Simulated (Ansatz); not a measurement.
# GeSbTe3 (R3m) in Ansatz: reference runs

Aim: a first look at GeSbTe3 with PBE, on the cell as given and on a disturbed one.

All numbers are computed with Ansatz 0.2.0; they aren't measurements. Logs are shortened: lines on timing, memory, paths and dates and some standing lists are left out, and cuts for length are marked.

**1. Starting point**

Symmetry: R3m, No. 160, trigonal system. Conventional cell: a = 4.207 Å, b = 4.207 Å, c = 29.614 Å, α = 90.00°, β = 90.00°, γ = 120.00°. Around Te (site symmetry 3m) lie 3 Ge at 2.86 Å. Te (site symmetry 3m) is surrounded by 3 Sb at 3.04 Å. Te (site symmetry 3m) is surrounded by 3 Sb at 3.12 Å and 3 Ge at 3.14 Å. Around Sb (site symmetry 3m) lie 6 Te at 3.04 to 3.12 Å. Ge (site symmetry 3m) has 6 Te at 2.86 to 3.14 Å as nearest neighbours.

The cell comes from a database or a generator and needn't be the stable form of this composition.

**2. Single point, PBE**

input.yaml

```yaml
crystal:
  lattice:
    - [2.1034800504, 1.2144447733, 9.8714625907]
    - [-2.1034800504, 1.2144447733, 9.8714625907]
    - [0.0, -2.4288895466, 9.8714625907]
  atoms:
    - { symbol: Te, position: [0.213543, 0.213543, 0.213543] }
    - { symbol: Te, position: [0.792575, 0.792575, 0.792575] }
    - { symbol: Te, position: [0.99836, 0.99836, 0.99836] }
    - { symbol: Sb, position: [0.3977, 0.3977, 0.3977] }
    - { symbol: Ge, position: [0.597823, 0.597823, 0.597823] }
hamiltonian:
  xc: pbe
  pseudopotentials: { kind: paw }
kpoints:
  mp_grid: { grid: [7, 7, 7] }
scf:
  occupations: { method: fermi_dirac, width: 0.05 }
output:
  forces: true
  stress: true
  eigenvalues: true
```

Potentials or basis: Ansatz PAW.

On the command line:

```
$ ansatz run input.yaml --threads 2 --pin off --max-ram 5120MiB --backend cpu --events-out ev --progress --plain --runs-dir out
```

The program printed:

```text
Warning: RAYON_NUM_THREADS=2 ignored (pool sized by the plan → 2); use --threads N
basis.fft_grid_basis auto: the FFT boxes are laid along the combinations [[1, 0, -1], [0, 1, -1], [0, 0, 1]] of the cell's own vectors, 4.207, 4.207 and 10.166 Å long. The dense box has 30×30×72 points. Along the cell's own vectors, as sized, it would have 72×72×72, 5.76 times as many. Of the 6 symmetry operations that the crystal satisfies within crystal.symmetry.tolerance (time reversal apart; of a slab, those that keep its plane) the dense box along the cell's own vectors carries 6, and the one as laid loses 4 of those. basis.fft_grid_basis: typed keeps the cell's own vectors: state it where this run's energies or levels are differenced outside the engine with another run's, or held beside a run that keeps those vectors.
Engine: ansatz 0.2.0, x86_64-unknown-linux-gnu
Pseudopotentials: kind: paw
Pseudopotential: Te, paw, valence charge 16, recommended cutoff 420 eV (normal), Te.paw.azcp
Pseudopotential: Sb, paw, valence charge 15, recommended cutoff 420 eV (normal), Sb.paw.azcp
Pseudopotential: Ge, paw, valence charge 14, recommended cutoff 420 eV (normal), Ge.paw.azcp
Functional definition: PBE
  parameter kappa = 0.804
  parameter beta = 0.06672455060314922
  exchange = pbe_x(kappa = kappa, mu = beta*pi^2/3)
  correlation = pbe_c(beta = beta)
Crystal: 5 atoms, lattice volume = 151.303 Å³
Basis set: ecut = 420 eV, 2913 PW (Γ), FFT grids on a1−a3, a2−a3, a3, exchange–correlation on 60×60×144 points (8 copies of the dense FFT grid, shifted against one another)
Bands: 47, of which v1, the nominal top of the filled ones, is band 39 counted from 1 (38 counted from 0)
Symmetry: 6 space group operations
Space group: R3m (ITA 160), of the structure as read, at distance tolerance 5.3e-5 Å
k-points: 44 of 343 (time reversal used)
Non-local potential: Te, projectors of the file, l = 0: 2, l = 1: 2, l = 2: 2, l = 3: 2
Non-local potential: Sb, projectors of the file, l = 0: 2, l = 1: 2, l = 2: 2, l = 3: 2
Non-local potential: Ge, projectors of the file, l = 0: 2, l = 1: 2, l = 2: 3, l = 3: 1
PAW form: soft (Blöchl's): semilocal exchange-correlation on the pseudo side does not see the compensation charge
PAW one-centre angular grid: Te, 590 points (default); XC on 64 Gauss nodes
PAW one-centre angular grid: Sb, 590 points (default); XC on 64 Gauss nodes
PAW one-centre angular grid: Ge, 590 points (default); XC on 64 Gauss nodes
Initial density: superposition of atomic densities (neutral atoms: chi_scale 0, normalization atom), corrected by the library's trained network
Initial wavefunctions: pseudopotential atomic-orbital guess
Functional: x = pbe(κ = 0.804, μ = 0.2195149727645171), c = pbe(β = 0.06672455060314922)
SCF iter   1: F=—  HF=-31719.676214 eV  |F-HF|=—  |Δ(HF+E_count)|=         —  Δρ=1.89e-3  dr2=1.40e-2  ethr=1.77e-3  ⟨swp⟩=9.7  Hψ=8849  notcnv=0  defer=5
preconditioner: auto → Kerker (q_TF=auto, 2.438 Å⁻¹)  [metal: Δε(μ)=0.033 eV  Ē_g=8.474 eV  σ=0.050 eV  W_gap=0.16  n_scr=42 (ndim 8)  ℏωp=15.7 eV  f_vac=0.010  D(μ)=3.04/eV (n_scr^D=16)]
SCF iter   2: F=—  HF=-31719.671706 eV  |F-HF|=—  |Δ(HF+E_count)|=   4.51e-3  Δρ=1.08e-3  dr2=5.91e-3  ethr=1.81e-5  ⟨swp⟩=2.0  Hψ=3065  notcnv=0  defer=26
SCF iter   3: F=—  HF=-31719.671258 eV  |F-HF|=—  |Δ(HF+E_count)|=   4.47e-4  Δρ=3.51e-4  dr2=2.88e-4  ethr=7.68e-6  ⟨swp⟩=2.2  Hψ=2477  notcnv=0  defer=26
SCF iter   4: F=—  HF=-31719.671150 eV  |F-HF|=—  |Δ(HF+E_count)|=   1.09e-4  Δρ=1.62e-4  dr2=8.15e-5  ethr=3.73e-7  ⟨swp⟩=2.6  Hψ=3855  notcnv=0  defer=26
SCF iter   5: F=—  HF=-31719.671148 eV  |F-HF|=—  |Δ(HF+E_count)|=   1.67e-6  Δρ=6.06e-5  dr2=1.52e-5  ethr=1.06e-7  ⟨swp⟩=2.1  Hψ=3674  notcnv=0  defer=26
SCF iter   6: F=—  HF=-31719.671144 eV  |F-HF|=—  |Δ(HF+E_count)|=   3.63e-6  Δρ=3.84e-5  dr2=5.96e-6  ethr=1.98e-8  ⟨swp⟩=2.0  Hψ=2662  notcnv=0  defer=26
SCF iter   7: F=—  HF=-31719.671143 eV  |F-HF|=—  |Δ(HF+E_count)|=   1.30e-6  Δρ=1.51e-5  dr2=1.01e-6  ethr=7.74e-9  ⟨swp⟩=2.4  Hψ=3412  notcnv=0  defer=26
SCF iter   8: F=—  HF=-31719.671143 eV  |F-HF|=—  |Δ(HF+E_count)|=   8.74e-8  Δρ=5.95e-6  dr2=1.77e-7  ethr=1.31e-9  ⟨swp⟩=2.0  Hψ=2562  notcnv=0  defer=26
SCF iter   9: F=-31719.671143 eV  HF=-31719.671143 eV  |F-HF|=3.60e-9  |Δ(HF+E_count)|=   2.52e-8  Δρ=2.28e-6  dr2=2.12e-8  ethr=1.30e-10  ⟨swp⟩=10.5  Hψ=8337  notcnv=0
SCF 1 converged in 9 iterations: F = -31719.671143 eV  dr2 = 2.12e-8
SCF converged after 9 iterations
Free energy (F): -31719.671143 eV
Harris-Foulkes:  -31719.671143 eV  (|F-HF|=3.60e-9)
Internal energy: -31719.646256 eV  (E = F + TS)
E sigma→0 (E₀):  -31719.658699 eV
Entropy (-TS):   -0.024888 eV (-4.978 meV/atom)
Fermi energy:    8.901045 eV
--- Per-component energies (eV) ---
  E_band       = -1089.053753
  E_kinetic    = 855.459666
  E_local      = -7678.722439  (includes V_loc(G=0)·N_el)
  E_nonlocal   = -154.894917
  E_hartree    = 4148.859621
  E_xc         = -585.580074
  E_vxc        = -471.266372  (∫ρ·V_xc dr)
  E_paw        = -20576.815257  (= ΣΔE_a)
  E_vpaw       = -1937.350560  (= ΣTr[D̂ρ^β])
  E_aug_tail   = -0.000253  (compensation charges beyond the density's cutoff)
  E_ewald      = -7727.952603
  E_smearing   = -0.024888  (= −TS)
  E_closure    = 0.000000  (closes the sum)
  Σ components = -31719.671143   (vs F -31719.671143, Δ=0.00e0)
--- Forces (eV/Å), atoms counted from 1 ---
  atom   1  Te     0.00000000     0.00000000     0.07995585
  atom   2  Te     0.00000000    -0.00000000    -0.08264350
  atom   3  Te     0.00000000     0.00000000    -0.03351619
  atom   4  Sb     0.00000000     0.00000000    -0.00211314
  atom   5  Ge     0.00000000    -0.00000000     0.03832189
  max |Σ_I F_I| component: 4.91e-6 eV/Å
--- Stress (GPa, compression-positive) ---
        0.043865       0.000000       0.000000
        0.000000       0.043865       0.000000
        0.000000      -0.000000       0.200754
  P = ⅓ Tr σ = 0.0962 GPa (0.962 kbar)
--- Band table (eV; the first three rows and the last of 44) ---
  k-point 0: bands = ["-27.7942", "-27.7856", "-27.7856", "-27.7603", "-27.7603", "-27.7516", "-27.7461", "-27.7461", "-27.7364", "-27.7364", "-27.6447", "-27.6363", "-27.6363", "-27.6121", "-27.6121", "-20.3483", "-20.3411", "-20.3411", "-20.3354", "-20.3354", "-15.6359", "-15.6359", "-15.6350", "-15.6259", "-15.6259", "-3.8928", "-2.8627", "-2.4809", "1.2379", "2.4058", "7.1185", "7.5212", "7.5212", "7.6957", "7.7268", "7.7268", "8.3835", "8.3835", "9.6447", "10.0581", "10.0581", "10.1788", "11.6583", "11.7568", "11.7568", "13.9612", "14.7944"]
  k-point 1: bands = ["-27.7941", "-27.7857", "-27.7857", "-27.7602", "-27.7599", "-27.7514", "-27.7463", "-27.7461", "-27.7364", "-27.7360", "-27.6445", "-27.6364", "-27.6364", "-27.6121", "-27.6117", "-20.3478", "-20.3419", "-20.3413", "-20.3355", "-20.3344", "-15.6366", "-15.6359", "-15.6346", "-15.6260", "-15.6254", "-3.7027", "-2.7248", "-2.3258", "1.1230", "2.3291", "5.9992", "6.2603", "6.8913", "6.9519", "7.6262", "8.2144", "8.3405", "8.5319", "8.9958", "10.7277", "10.7380", "10.9758", "11.6153", "11.6976", "12.3827", "13.5906", "14.3387"]
  k-point 2: bands = ["-27.7937", "-27.7858", "-27.7858", "-27.7601", "-27.7589", "-27.7507", "-27.7469", "-27.7462", "-27.7363", "-27.7351", "-27.6441", "-27.6367", "-27.6364", "-27.6120", "-27.6108", "-20.3467", "-20.3436", "-20.3416", "-20.3355", "-20.3319", "-15.6380", "-15.6359", "-15.6340", "-15.6261", "-15.6243", "-3.1557", "-2.3696", "-1.9287", "0.6447", "1.9038", "4.7905", "5.3926", "5.7568", "6.3824", "6.8434", "7.3054", "8.2585", "8.3177", "9.0756", "10.4982", "10.7676", "11.1118", "12.1801", "12.5077", "13.0123", "13.8655", "14.8986"]
  k-point 43: bands = ["-27.7941", "-27.7857", "-27.7857", "-27.7602", "-27.7599", "-27.7514", "-27.7463", "-27.7461", "-27.7364", "-27.7360", "-27.6446", "-27.6364", "-27.6364", "-27.6121", "-27.6117", "-20.3478", "-20.3419", "-20.3413", "-20.3355", "-20.3344", "-15.6366", "-15.6359", "-15.6346", "-15.6260", "-15.6254", "-3.5148", "-3.2571", "-1.8063", "0.5872", "2.7965", "5.9262", "6.3623", "7.0646", "7.1171", "7.3322", "7.5501", "8.4910", "8.5289", "9.5478", "10.2668", "10.3569", "11.1713", "11.8855", "11.9834", "12.4294", "13.8621", "14.5032"]
```

Wall time 12 s (2 threads of AMD EPYC 7B13 (Zen 3), shared host); peak memory 0.61 GiB.

Results:

| Property | Result |
| --- | --- |
| Free energy | -31719.6711 eV |
| Pressure | 0.1 GPa |
| Largest force | 0.083 eV/Å |
| Band gap on the k mesh | none (metal or under the smearing width) |

Forces in eV/Å, atoms in the order of the input:
```
Te   0.000  0.000  0.080
Te   0.000  0.000 -0.083
Te   0.000  0.000 -0.034
Sb   0.000  0.000 -0.002
Ge   0.000  0.000  0.038
```

Levels at points of the mesh, in eV from the Fermi level:
| k point | band 35 | band 36 | band 37 | band 38 | band 39 | band 40 | band 41 | band 42 |
| --- | --- | --- | --- | --- | --- | --- | --- | --- |
| (0.00, 0.00, 0.00) | -1.17 | -1.17 | -0.52 | -0.52 | 0.74 | 1.16 | 1.16 | 1.28 |

Spin-orbit coupling is left out, which matters for the levels of Sb, Te.

**3. Single point, PBE (atoms moved at random, drawn with an rms of 0.05 Å)**

input.yaml

```yaml
crystal:
  lattice:
    - [2.1034800504, 1.2144447733, 9.8714625907]
    - [-2.1034800504, 1.2144447733, 9.8714625907]
    - [0.0, -2.4288895466, 9.8714625907]
  atoms:
    - { symbol: Te, position: [0.225026, 0.209256, 0.206966] }
    - { symbol: Te, position: [0.795132, 0.780046, 0.800889] }
    - { symbol: Te, position: [0.99767, 0.997867, 0.997105] }
    - { symbol: Sb, position: [0.400453, 0.397252, 0.4013] }
    - { symbol: Ge, position: [0.601415, 0.607291, 0.585214] }
hamiltonian:
  xc: pbe
  pseudopotentials: { kind: paw }
kpoints:
  mp_grid: { grid: [7, 7, 7] }
scf:
  occupations: { method: fermi_dirac, width: 0.05 }
output:
  forces: true
  stress: true
  eigenvalues: true
```

Potentials or basis: Ansatz PAW.

On the command line:

```
$ ansatz run input.yaml --threads 2 --pin off --max-ram 5120MiB --backend cpu --events-out ev --progress --plain --runs-dir out
```

The program printed:

```text
Warning: RAYON_NUM_THREADS=2 ignored (pool sized by the plan → 2); use --threads N
basis.fft_grid_basis auto: the FFT boxes are laid along the combinations [[1, 0, -1], [0, 1, -1], [0, 0, 1]] of the cell's own vectors, 4.207, 4.207 and 10.166 Å long. The dense box has 30×30×72 points. Along the cell's own vectors, as sized, it would have 72×72×72, 5.76 times as many. basis.fft_grid_basis: typed keeps the cell's own vectors: state it where this run's energies or levels are differenced outside the engine with another run's, or held beside a run that keeps those vectors.
[... 10 set-up lines as earlier in the session ...]
Crystal: 5 atoms, lattice volume = 151.303 Å³
Basis set: ecut = 420 eV, 2913 PW (Γ), FFT grids on a1−a3, a2−a3, a3, exchange–correlation on 60×60×144 points (8 copies of the dense FFT grid, shifted against one another)
Bands: 47, of which v1, the nominal top of the filled ones, is band 39 counted from 1 (38 counted from 0)
Symmetry: 1 space group operations
Space group: P1 (ITA 1), of the structure as read, at distance tolerance 5.3e-5 Å
k-points: 172 of 343 (time reversal used)
[... 10 set-up lines as earlier in the session ...]
SCF iter   1: F=—  HF=-31719.651670 eV  |F-HF|=—  |Δ(HF+E_count)|=         —  Δρ=1.90e-3  dr2=1.73e-2  ethr=1.77e-3  ⟨swp⟩=9.4  Hψ=34417  notcnv=0  defer=26
preconditioner: auto → LDOS  [metal: Δε(μ)=0.007 eV  Ē_g=8.487 eV  σ=0.050 eV  W_gap=0.03  n_scr=42 (ndim 8)  ℏωp=15.7 eV  f_vac=0.010  D(μ)=3.22/eV (n_scr^D=24)  β→1.0]
SCF iter   2: F=—  HF=-31719.646941 eV  |F-HF|=—  |Δ(HF+E_count)|=   4.73e-3  Δρ=7.13e-4  dr2=2.06e-3  ethr=2.24e-5  ⟨swp⟩=2.4  Hψ=14183  notcnv=0  defer=250
preconditioner: auto → Kerker (q_TF=auto, 2.438 Å⁻¹)  [metal: Δε(μ)=0.006 eV  Ē_g=8.492 eV  σ=0.050 eV  W_gap=0.03  n_scr=42 (ndim 8)  ℏωp=15.7 eV  f_vac=0.010  D(μ)=3.21/eV (n_scr^D=24)  β→0.5]
SCF iter   3: F=—  HF=-31719.646631 eV  |F-HF|=—  |Δ(HF+E_count)|=   3.09e-4  Δρ=2.41e-4  dr2=4.66e-4  ethr=2.67e-6  ⟨swp⟩=2.5  Hψ=14274  notcnv=0  defer=250
SCF iter   4: F=—  HF=-31719.646580 eV  |F-HF|=—  |Δ(HF+E_count)|=   5.13e-5  Δρ=8.44e-5  dr2=8.59e-5  ethr=6.05e-7  ⟨swp⟩=1.3  Hψ=7806  notcnv=0  defer=250
SCF iter   5: F=—  HF=-31719.646573 eV  |F-HF|=—  |Δ(HF+E_count)|=   7.05e-6  Δρ=5.28e-5  dr2=1.74e-5  ethr=1.12e-7  ⟨swp⟩=2.0  Hψ=10698  notcnv=0  defer=250
SCF iter   6: F=—  HF=-31719.646569 eV  |F-HF|=—  |Δ(HF+E_count)|=   3.80e-6  Δρ=2.86e-5  dr2=4.11e-6  ethr=2.27e-8  ⟨swp⟩=2.0  Hψ=9970  notcnv=0  defer=250
SCF iter   7: F=—  HF=-31719.646569 eV  |F-HF|=—  |Δ(HF+E_count)|=   3.43e-7  Δρ=9.55e-6  dr2=3.25e-7  ethr=5.34e-9  ⟨swp⟩=2.0  Hψ=10808  notcnv=0  defer=250
SCF iter   8: F=-31719.646569 eV  HF=-31719.646569 eV  |F-HF|=1.11e-8  |Δ(HF+E_count)|=   1.07e-7  Δρ=2.65e-6  dr2=1.84e-8  ethr=1.30e-10  ⟨swp⟩=10.7  Hψ=33258  notcnv=0
SCF 1 converged in 8 iterations: F = -31719.646569 eV  dr2 = 1.84e-8
SCF converged after 8 iterations
Free energy (F): -31719.646569 eV
Harris-Foulkes:  -31719.646569 eV  (|F-HF|=1.11e-8)
Internal energy: -31719.620583 eV  (E = F + TS)
E sigma→0 (E₀):  -31719.633576 eV
Entropy (-TS):   -0.025986 eV (-5.197 meV/atom)
Fermi energy:    8.909374 eV
--- Per-component energies (eV) ---
  E_band       = -1089.115116
  E_kinetic    = 855.703342
  E_local      = -7684.089724  (includes V_loc(G=0)·N_el)
  E_nonlocal   = -154.821146
  E_hartree    = 4151.455890
  E_xc         = -585.668075
  E_vxc        = -471.384580  (∫ρ·V_xc dr)
  E_paw        = -20576.867914  (= ΣΔE_a)
  E_vpaw       = -1937.431689  (= ΣTr[D̂ρ^β])
  E_aug_tail   = -0.000256  (compensation charges beyond the density's cutoff)
  E_ewald      = -7725.332700
  E_smearing   = -0.025986  (= −TS)
  E_closure    = 0.000000  (closes the sum)
  Σ components = -31719.646569   (vs F -31719.646569, Δ=0.00e0)
--- Forces (eV/Å), atoms counted from 1 ---
  atom   1  Te    -0.12676754     0.00873917     0.01394657
  atom   2  Te    -0.06334100     0.09551270     0.27145843
  atom   3  Te     0.06927192    -0.02007784     0.14045964
  atom   4  Sb     0.01974125    -0.03377565    -0.55453846
  atom   5  Ge     0.10109424    -0.05039917     0.12867802
  max |Σ_I F_I| component: 4.19e-6 eV/Å
--- Stress (GPa, compression-positive) ---
        0.179072      -0.016323       0.063044
       -0.016323       0.357067       0.144417
        0.063044       0.144417       0.447536
  P = ⅓ Tr σ = 0.3279 GPa (3.279 kbar)
--- Band table (eV; the first three rows and the last of 172) ---
  k-point 0: bands = ["-27.9097", "-27.9064", "-27.9004", "-27.8851", "-27.8850", "-27.7152", "-27.7139", "-27.7064", "-27.6984", "-27.6973", "-27.5488", "-27.5409", "-27.5373", "-27.5120", "-27.5119", "-20.3686", "-20.3633", "-20.3617", "-20.3583", "-20.3580", "-15.6250", "-15.6231", "-15.6218", "-15.6137", "-15.6124", "-3.9382", "-2.9272", "-2.4112", "1.2572", "2.4294", "7.1396", "7.3502", "7.4471", "7.6721", "7.7272", "7.8471", "8.3902", "8.4049", "9.7062", "10.0279", "10.0705", "10.0975", "11.6170", "11.7386", "11.8144", "14.0074", "14.8094"]
  k-point 1: bands = ["-27.9095", "-27.9065", "-27.9005", "-27.8850", "-27.8846", "-27.7151", "-27.7139", "-27.7065", "-27.6983", "-27.6970", "-27.5486", "-27.5410", "-27.5373", "-27.5119", "-27.5116", "-20.3681", "-20.3641", "-20.3619", "-20.3583", "-20.3570", "-15.6255", "-15.6229", "-15.6218", "-15.6136", "-15.6122", "-3.7482", "-2.7806", "-2.2633", "1.1334", "2.3541", "5.9622", "6.1849", "6.9088", "6.9671", "7.5856", "8.2665", "8.3423", "8.5203", "9.0218", "10.6881", "10.7512", "10.9072", "11.6083", "11.7341", "12.4305", "13.6132", "14.3250"]
  k-point 2: bands = ["-27.9091", "-27.9067", "-27.9006", "-27.8850", "-27.8837", "-27.7149", "-27.7138", "-27.7067", "-27.6982", "-27.6963", "-27.5482", "-27.5413", "-27.5374", "-27.5119", "-27.5108", "-20.3671", "-20.3658", "-20.3622", "-20.3584", "-20.3545", "-15.6268", "-15.6228", "-15.6214", "-15.6135", "-15.6113", "-3.2031", "-2.3998", "-1.8836", "0.6241", "1.9281", "4.7332", "5.3954", "5.7746", "6.3494", "6.8211", "7.3179", "8.2791", "8.3454", "9.0870", "10.4376", "10.7828", "11.1520", "12.1679", "12.5317", "13.0541", "13.9063", "14.9144"]
  k-point 171: bands = ["-27.9088", "-27.9068", "-27.9007", "-27.8849", "-27.8831", "-27.7147", "-27.7138", "-27.7069", "-27.6981", "-27.6956", "-27.5479", "-27.5413", "-27.5378", "-27.5118", "-27.5100", "-20.3672", "-20.3662", "-20.3630", "-20.3579", "-20.3527", "-15.6279", "-15.6228", "-15.6209", "-15.6132", "-15.6107", "-2.4092", "-2.0816", "-1.6410", "0.0472", "1.2038", "3.9443", "5.2040", "5.7862", "6.0083", "6.3397", "6.4141", "7.6284", "8.2583", "8.9985", "10.2360", "10.5652", "11.2317", "12.1562", "12.6011", "13.3207", "14.1129", "14.4533"]
```

Run time: 41 s. Hardware: 2 threads of AMD EPYC 7B13 (Zen 3), shared host; peak memory 1.1 GiB.

Results:

```yaml
Free_energy: -31719.6466 eV
Pressure: 0.3 GPa
Largest_force: 0.556 eV/Å
Band_gap_on_the_k_mesh: none (metal or under the smearing width)
```

Forces in eV/Å, atoms in the order of the input:
```
Te  -0.127  0.009  0.014
Te  -0.063  0.096  0.271
Te   0.069 -0.020  0.140
Sb   0.020 -0.034 -0.555
Ge   0.101 -0.050  0.129
```

Stress tensor (GPa, compression positive):
```
 0.18 -0.02  0.06
-0.02  0.36  0.14
 0.06  0.14  0.45
```

Spin-orbit coupling is left out, which matters for the levels of Sb, Te.
